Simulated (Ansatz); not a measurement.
# CO2: the cost of one run

Computed with Ansatz 0.2.0 (DFT PBE, scalar-relativistic, plane waves, PAW, and further levels as typed in the inputs, unless a step's input says otherwise).

**1. The starting structure**

Symmetry: Pmmm, No. 47, orthorhombic system. Conventional cell: a = 12.000 Å, b = 12.500 Å, c = 13.000 Å, α = 90.00°, β = 90.00°, γ = 90.00°. Around O (site symmetry 2mm) lie 1 C at 1.17 Å. C (site symmetry mmm) has 2 O at 1.17 Å as nearest neighbours.

As a file:

```
O C
1.0
    12.00000    0.00000    0.00000
     0.00000   12.50000    0.00000
     0.00000    0.00000   13.00000
O C
2 1
Direct
  0.40250 0.50000 0.50000
  0.59750 0.50000 0.50000
  0.50000 0.50000 0.50000
```

**2. Relaxing the atoms: CO2 in a box, no spin**

Contents of input.yaml:

```yaml
crystal:
  lattice:
    - [12.0, 0.0, 0.0]
    - [0.0, 12.5, 0.0]
    - [0.0, 0.0, 13.0]
  atoms:
    - { symbol: O, position: [0.4025, 0.5, 0.5] }
    - { symbol: C, position: [0.5, 0.5, 0.5] }
    - { symbol: O, position: [0.5975, 0.5, 0.5] }
scf:
  occupations: { method: gaussian, width: 0.01 }
output:
  forces: true
hamiltonian:
  xc: pbe
kpoints:
  mp_grid: { grid: [1, 1, 1] }
relax:
  f_tol: 0.003
  max_steps: 80
```

The run is started by

```bash
$ ansatz run input.yaml --threads 8 --pin off --max-ram 12288MiB --backend cpu --events-out ev --progress --plain --runs-dir out
```

What time and memory should one allow on 8 threads of Arm Neoverse N1, shared host?

About 4.4 s, with a peak of 1 GiB.
